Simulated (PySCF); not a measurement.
**HfO₂: structure of the singlet**

The task is one start of a wider search on HfO₂: the singlet, from a linear start. It is relaxed, tested by its Hessian and followed downhill if it is a saddle.

The runs use PySCF 2.14.0; PBE0, basis Hf def2-TZVP with ECP60, O def2-TZVP, scalar-relativistic core potentials, no spin–orbit coupling, density fitting.

## Step 1: The system as given

3 atoms, charge 0, spin multiplicity 1.

Bond lengths: Hf1–O2 1.850 Å, Hf1–O3 1.850 Å. Angles: O2–Hf1–O3 180.0°.

Z-matrix (Å, degrees; charge 0 multiplicity 1):
```
Hf
O  1 1.8500
O  1 1.8500 2 180.00
```

## Step 2: Relaxation: linear start, singlet

One driver script runs all steps and calls PySCF; scf.py shows how it sets up the SCF of each step. The optimiser is the driver's own. Before each start the driver seeks the lowest SCF state from one or more starting densities and follows internal instabilities, so scf.py alone need not reach the same state.

The program finds D∞h symmetry in the start, which this walk keeps. Threshold on the gradient: 0.0003 Eh/bohr, with a further test on the energy change.

scf.py

```python
from pyscf import gto, scf, dft
mol = gto.M(atom='''
Hf     0.000000     0.000000     0.000000
O      0.000000     0.000000     1.850000
O      0.000000     0.000000    -1.850000''',
    basis={'Hf': 'def2-TZVP', 'O': 'def2-TZVP'},
    ecp={'Hf': 'def2-TZVP'},
    charge=0, spin=0)
mf = dft.RKS(mol, xc='PBE0')
mf.grids.atom_grid = (50, 194)
aux = {'Hf': 'def2-universal-JKFIT', 'O': 'def2-universal-JKFIT'}
mf = mf.density_fit(auxbasis=aux)
mf.kernel()
```

The runs that follow: Hessian and properties; Downhill along the imaginary mode; Vibrations and properties at this point.

Before running it: what results should come out? Wanted: minimum; geometry; wavenumbers; dipole moment; highest occupied, lowest empty level; polar-tensor charge of Hf1; zero-point energy; atomisation energy.

As calculated:

```
                                 quantity                             value
                                  minimum                      singlet, C2v
                                 geometry  Hf–O 1.776 Å (×2); O–Hf–O 107.8°
                       wavenumbers (cm⁻¹)      300 (a1), 848 (b2), 932 (a1)
                            dipole moment                            8.10 D
     highest occupied, lowest empty level                   -6.71, -3.40 eV
               polar-tensor charge of Hf1                           +1.81 e
                        zero-point energy                       12.4 kJ/mol
                      entropy at 298.15 K                   276.1 J/(mol K)
atomisation energy (no zero-point energy)                       1302 kJ/mol
```

**Reading.** From D∞h at the start the molecule goes to a C2v minimum, after a stop at a second-order saddle point 214.2 kJ/mol higher, from which it was pushed off along an imaginary mode. The strongest infrared band lies at 848 cm⁻¹ (b2, stretch). With 8.1 D the molecule is strongly polar. Only this shape and spin were tried, so other structures or states may lie lower. With an element this heavy the missing spin–orbit coupling can shift these numbers.
